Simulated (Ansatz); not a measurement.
I need a breakdown of dispersion, smearing and cutoff terms of Nb₆PtAu, space group Pm-3. Use Ansatz 0.2.0 through its Python package. Level of theory (first run): PBEsol, PAW, cutoff 340 eV, 4×4×4 k-points, cold smearing of 0.1 eV, D3BJ dispersion.

```cif
data_structure
_symmetry_space_group_name_H-M 'P 1'
_symmetry_Int_Tables_number 1
_cell_length_a 5.2171
_cell_length_b 5.2171
_cell_length_c 5.2171
_cell_angle_alpha 90.000
_cell_angle_beta 90.000
_cell_angle_gamma 90.000
_cell_volume 142.00
loop_
_atom_site_label
_atom_site_type_symbol
_atom_site_fract_x
_atom_site_fract_y
_atom_site_fract_z
_atom_site_occupancy
Nb1 Nb 0.00000 0.50000 0.75394 1
Nb2 Nb 0.50000 0.24606 0.00000 1
Nb3 Nb 0.75394 0.00000 0.50000 1
Nb4 Nb 0.00000 0.50000 0.24606 1
Nb5 Nb 0.50000 0.75394 0.00000 1
Nb6 Nb 0.24606 0.00000 0.50000 1
Pt1 Pt 0.00000 0.00000 0.00000 1
Au1 Au 0.50000 0.50000 0.50000 1
```

`run_terms.py`
```python
"""Dispersion, smearing and cutoff parts of the energy of Nb6PtAu."""

import warnings

import ansatz

warnings.simplefilter("ignore", ansatz.DeckWarning)

system = (
    ansatz.Lattice.cubic(5.21713433)
    .space_group(200)
    .atom("Nb", (0.0, 0.5, 0.75394344))
    .atom("Pt", (0.0, 0.0, 0.0))
    .atom("Au", (0.5, 0.5, 0.5))
)

setup = (
    system.calculation()
    .kpoints(4, 4, 4)
    .scf(max_iterations=100)
    .occupations("cold", width=0.1)
    .mixing("broyden")
)
with_term = setup.functional("pbesol", dispersion="d3bj").basis(340).cutoff_correction(490).run().report
without = setup.functional("pbesol").basis(340).run().report
finer = setup.functional("pbesol").basis(490).run().report
removed = ansatz.free_energy_without(with_term, ansatz.EnergyTerm.DISPERSION)
print(f"dispersion term            {with_term['components']['e_disp']:.5f} eV")
print(f"F less dispersion          {removed:.5f} eV, run without it {without['free_energy_ev']:.5f} eV")
print(f"F less smearing term       {ansatz.free_energy_without(without, ansatz.EnergyTerm.SMEARING):.5f} eV")
print(f"estimated gain to 490 eV   {with_term['cutoff_correction']['energy_ev']:.5f} eV, found {finer['free_energy_ev'] - without['free_energy_ev']:.5f} eV")
```

Running `python run_terms.py` prints:
```text
dispersion term            -5.79678 eV
F less dispersion          -52365.80679 eV, run without it -52365.80679 eV
F less smearing term       -52365.80744 eV
estimated gain to 490 eV   -0.06178 eV, found -0.06208 eV
```

What to keep in mind:
- These settings explore the input space; cutoff and mesh may be short of convergence.
- The cutoff lies under the one recommended for these potentials in some of the runs.
- Dispersion corrections can be off by several per cent in the lattices of metals, and by several GPa in the pressure at a fixed cell.
- For a metal this k-point mesh is coarse: on a finer one energies can move by several to tens of meV an atom and pressures by half a GPa or more, differences at one mesh by less.
- Spin-orbit coupling, which matters for elements this heavy, is left out.
- The structure comes from a database of computed cells and needn't be a stable or known phase.
- The script silences the warnings on its input, which a real study should read.
- It ran for 12 s on 1 thread of Arm Neoverse V2, with other jobs on the host, peak memory 0.53 GiB.
